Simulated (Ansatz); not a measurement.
# CH₄Cl₂Si, SMILES ClC[SiH2]Cl: a rigid torsion scan

Program: Ansatz 0.2.0, Python API.

Interactive session:
```pycon
>>> import ansatz
>>> from ase import Atoms
>>> atoms = Atoms(['Cl', 'C', 'Si', 'Cl', 'H', 'H', 'H', 'H'], positions=[
...     (-1.6005, 1.5421, -0.1613),
...     (0.0057, 0.9372, -0.2032),
...     (-0.0481, -0.8565, 0.161),
...     (1.9784, -1.5748, 0.133),
...     (0.5942, 1.4979, 0.5129),
...     (0.4214, 1.1616, -1.1954),
...     (-0.5182, -1.1429, 1.5384),
...     (-0.7407, -1.6216, -0.8411),
... ])
>>> # relax first, so that the scan starts from a minimum
>>> first = (
...     ansatz.Crystal.molecule_from_ase(atoms).calculation()
...     .basis(gaussian='6-31G*')
...     .functional('hf')
...     .relax(force_tolerance=0.02, max_steps=80)  # relax until the tolerances are met
... )
>>> atoms.positions = first.run(threads=1, pin='off').report['positions_ang']
>>> start = atoms.get_dihedral(3, 2, 1, 0)
>>> energies = {}
>>> for turn in range(0, 360, 30):
...     turned = atoms.copy()
...     turned.set_dihedral(3, 2, 1, 0, start + turn, indices=[0, 1, 4, 5])
...     base = ansatz.Crystal.molecule_from_ase(turned).calculation()
...     base = base.basis(gaussian='6-31G*')
...     base = base.functional('hf')
...     energies[round((start + turn) % 360)] = base.run(threads=1, pin='off').report['free_energy_ev']
...
>>> floor = min(energies.values())
>>> print('dihedral Cl3-Si2-C1-Cl0 (deg)   E - E(min) (kJ/mol)')
dihedral Cl3-Si2-C1-Cl0 (deg)   E - E(min) (kJ/mol)
>>> for angle, e in sorted(energies.items()):
...     print(f'{angle:8d} {96.485332 * (e - floor):14.3f}  ' + '#' * int(30 * (e - floor) / max(max(energies.values()) - floor, 1e-9)))
...
       0         35.111  ##############################
      30         22.478  ###################
      60          8.295  #######
      90          9.297  #######
     120         12.051  ##########
     150          5.353  ####
     180          0.000
     210          5.423  ####
     240         12.067  ##########
     270          9.254  #######
     300          8.344  #######
     330         22.630  ###################
```

The settings weren't tested for convergence. The scan is rigid and the energies are electronic, in a modest basis. With rigid groups the curve can differ much from the relaxed path, the start wasn't checked as a minimum of this torsion, and equivalent turns needn't return to the same energy. Finished in 10 s on 1 thread of AMD EPYC 9B45 (Zen 5) (shared host), peak memory 0.24 GiB.

(A comment or docstring line of the script was reworded after the run, the code is as it ran.)
